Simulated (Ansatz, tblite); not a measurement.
# The cluster H9Au5+: rung by rung

The task here is to estimate one member of a computed series from the others.

Computed with Ansatz 0.2.0, Gaussian basis. Level: as each input shows.

The runs, in order: GFN1-xTB, GFN2-xTB, PBE-D4/def2-TZVP, r2SCAN-D4/def2-TZVP, BHLYP-D4/def2-TZVP, PBE-QIDH/def2-TZVP, B97M-V/def2-TZVP, PBE-D4/def2-SVP, PBE0-D4/def2-SVP, MP2/def2-TZVP, RPA/def2-TZVP.

2 further runs of the same task are left out: 2 set aside as unsound or not needed. Runs told in other sessions of the task aren't counted.

**The geometry**

The doublet was relaxed beforehand with PBE-D4/def2-SVP. At that level it is the lowest of the isomers that a small search found.

14 atoms, charge 1, spin multiplicity 2.

Bond lengths: Au1–Au5 2.775 Å, Au1–H7 1.599 Å, Au1–H11 1.730 Å, Au1–H13 1.944 Å, Au2–Au3 2.749 Å, Au2–Au4 2.729 Å, Au2–H9 1.771 Å, Au2–H14 1.732 Å, Au3–H6 1.809 Å, Au3–H9 1.681 Å, Au3–H12 1.808 Å, Au4–Au5 2.742 Å, Au4–H8 1.866 Å, Au4–H10 1.813 Å, Au4–H14 1.738 Å, Au5–H8 1.722 Å, Au5–H10 1.734 Å, Au5–H11 1.806 Å and more. Angles: Au5–Au1–H7 148.1°, Au5–Au1–H11 39.3°, Au5–Au1–H13 37.1°, H7–Au1–H11 108.9°, H7–Au1–H13 174.7°, H11–Au1–H13 76.4°, Au3–Au2–Au4 174.3°, Au3–Au2–H9 36.1°, Au3–Au2–H14 147.5°, Au4–Au2–H9 138.2°, Au4–Au2–H14 38.2°, H9–Au2–H14 176.4°, Au2–Au3–H6 149.0°, Au2–Au3–H9 38.4°, Au2–Au3–H12 149.1°, H6–Au3–H9 163.1°, H6–Au3–H12 27.0°, H9–Au3–H12 163.2° and more.

Au takes a core potential in the def2 sets. No spin-orbit coupling is included. The ion is computed in the gas phase, without counter-ions or solvent.

PBE0-D4/def2-TZVP was run before; its log isn't repeated, and its numbers join the tables.

The first run:

Tight binding, by tblite at 300 K electronic temperature and without a spin-polarisation term:

```python
tblite.interface.Calculator('GFN1-xTB', numbers, positions, charge=1, uhf=1).singlepoint()
```

Tight binding, by tblite at 300 K electronic temperature and without a spin-polarisation term:

```python
tblite.interface.Calculator('GFN2-xTB', numbers, positions, charge=1, uhf=1).singlepoint()
```

start.molden holds the orbitals of an earlier run on this state, given as this run's starting guess.

File in.yaml:

```yaml
crystal:
  periodic: [false, false, false]
  atoms:
    - {symbol: Au, position_ang: [5.222228, -1.930540, 0.643743]}
    - {symbol: Au, position_ang: [-2.414960, 0.892730, -0.259288]}
    - {symbol: Au, position_ang: [-4.834824, 1.760737, -1.232226]}
    - {symbol: Au, position_ang: [0.062027, -0.008110, 0.447640]}
    - {symbol: Au, position_ang: [2.624209, -0.956447, 0.675992]}
    - {symbol: H, position_ang: [-6.605800, 2.022433, -0.974469]}
    - {symbol: H, position_ang: [6.457534, -2.475671, -0.212123]}
    - {symbol: H, position_ang: [1.378213, -0.381333, 1.715915]}
    - {symbol: H, position_ang: [-3.358581, 1.136503, -1.737441]}
    - {symbol: H, position_ang: [1.439563, -0.636336, -0.549146]}
    - {symbol: H, position_ang: [3.919562, -1.554879, -0.431358]}
    - {symbol: H, position_ang: [-6.298628, 2.805580, -1.042696]}
    - {symbol: H, position_ang: [3.820594, -1.292154, 1.830672]}
    - {symbol: H, position_ang: [-1.411147, 0.617485, 1.124785]}
basis:
  gaussian: {orbitals: def2-TZVP, initial_orbitals: start.molden}
total_charge: 1
magnetization: {spin_polarized: true, initial_magnetization: 1}
hamiltonian: {xc: pbe, dispersion: d4}
scf: {omitted_lower_state_checks: [starts]}
output: {forces: true, orbitals: {seedname: orbitals}}
```

The run is started by

```
> ansatz run in.yaml --threads 4 --pin off --events-out ev --progress --plain --max-ram 4787MiB
```

Among the steps run: PBE-D4/def2-TZVP; r2SCAN-D4/def2-TZVP; BHLYP-D4/def2-TZVP; PBE-QIDH/def2-TZVP; B97M-V/def2-TZVP; PBE-D4/def2-SVP; PBE0-D4/def2-SVP; MP2/def2-TZVP; RPA/def2-TZVP.

One of the session's tables, all rows but one given; the rest of the session is left out.

```
              level  HOMO (eV)  LUMO (eV)  gap (eV)
    PBE-D4/def2-SVP      -9.24      -8.75      0.48
   PBE-D4/def2-TZVP      -9.28      -8.80      0.48
r2SCAN-D4/def2-TZVP      -9.51      -8.70      0.81
   B97M-V/def2-TZVP      -9.31      -8.69      0.62
   PBE0-D4/def2-SVP     -10.12      -8.06      2.06
  PBE0-D4/def2-TZVP     -10.17      -8.09      2.08
 BHLYP-D4/def2-TZVP          ?          ?         ?
```

Q: Estimate the row for BHLYP-D4/def2-TZVP from the others.

The run gave: HOMO (eV): -11.00; LUMO (eV): -7.25; gap (eV): 3.75. In the column «HOMO (eV)» it is the lowest.
